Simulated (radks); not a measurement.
# Cr³⁺ in [Ar] 3d3: an all-electron calculation

What are the levels of the chromium ion Cr3+, how large are its shells, and how does its energy divide?

The numbers are computed with radks (a radial shooting solver on a logarithmic mesh, Libxc functionals) version 1 (Dirac Kohn-Sham, AM05, spin-unpolarised, spherical densities, finite nucleus; open shells fill j = l - 1/2 first), except any that are marked as measured or tabulated.

### Step 1. What is computed

* element: chromium (Z = 24)
* charge: +3
* electrons: 21
* configuration: [Ar] 3d3
* nuclear rms radius: 3.6452 fm

### Step 2. Self-consistent calculation

Input:

```text
Z 24
configuration [Ar] 3d3 4s0 4p0
relativity Dirac
functional am05,am05
spin unpolarised
j_filling energy
nucleus finite rms 3.6452 fm
c 137.035999084
```

Q: Predict the outcome of this run.

As calculated:

| quantity | value |
| --- | --- |
| total energy | -1046.68430 hartree |
| exchange-correlation share of it | 4.36 % |
| −T/E | 1.0114 |
| highest occupied level | 3d3/2, -39.119 eV |
| most extended occupied level | 3d3/2, <r> = 1.10 bohr |
| radius at density 0.001 e/bohr³ | 2.78 bohr |
| maxima of the radial density | 3 |
| ionisation energy, NIST | 49.16 (semi-emp.) eV |

**Reading.** 3 principal shells are occupied and 3 maxima appear in the radial density. −T/E is 1.011: with relativity the kinetic term as defined here no longer equals −E. The top level binds by 39.119 eV, 80 % of the NIST ionisation energy of 49.16 eV; the potential of a semilocal functional falls off too fast, so its top eigenvalue is too shallow. Spin polarisation and multiplet splitting are left out.
